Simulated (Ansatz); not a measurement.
MnAs, space group P6_3/mmc, a report of symmetry and cells

Program: the Ansatz DFT code, driven from Python.

Script `mnas.py`:
```python
import ansatz as az
import numpy as np

mnas = (
    az.Lattice.from_parameters(3.71, 3.71, 5.691, alpha=90, beta=90, gamma=120)
    .space_group(194)
    .atom('Mn', (0.0, 0.0, 0.0))
    .atom('As', (1 / 3, 2 / 3, 0.25))
    .moments(Mn=4)
)

read = mnas.crystallographic_orbits()
print('group', read['space_group'], read['hermann_mauguin'], 'conventional content', read['formula'])
print('orbits:', [orbit['symbol'] + ' ' + str(orbit['wyckoff']) for orbit in read['orbits']])
for pair in read['least_distances']:
    print(f'  shortest {pair["first"]}-{pair["second"]}: {pair["distance_ang"]:.3f} A')
print('atoms in the primitive and conventional cells:', len(mnas.primitive().resolved().sites), len(mnas.conventional().resolved().sites))
built = mnas.resolved()
vectors = np.array(built.lattice.vectors)
print('cell vectors (A)')
print(vectors.round(4) + 0.0)
for index, site in enumerate(built.sites):
    print(index, site.symbol, np.round(site.position, 4) + 0.0)
try:
    print({label: tuple(round(v, 4) for v in k) for label, k in az.high_symmetry_points(vectors.tolist()).items()})
except Exception as error:
    print('no labels:', error)
```

```console
$ python mnas.py
group 194 P63/mmc conventional content Mn2As2
orbits: ['Mn 2a', 'As 2c']
  shortest Mn-Mn: 2.845 A
  shortest Mn-As: 2.571 A
  shortest As-As: 3.562 A
atoms in the primitive and conventional cells: 4 4
cell vectors (A)
[[ 3.71   0.     0.   ]
 [-1.855  3.213  0.   ]
 [ 0.     0.     5.691]]
0 Mn [0. 0. 0.]
1 Mn [0.  0.  0.5]
2 As [0.3333 0.6667 0.25  ]
3 As [0.6667 0.3333 0.75  ]
{'A': (0.0, 0.0, 0.5), 'H': (0.3333, 0.3333, 0.5), 'K': (0.3333, 0.3333, 0.0), 'L': (0.5, 0.0, 0.5), 'M': (0.5, 0.0, 0.0), 'Γ': (0.0, 0.0, 0.0)}
```
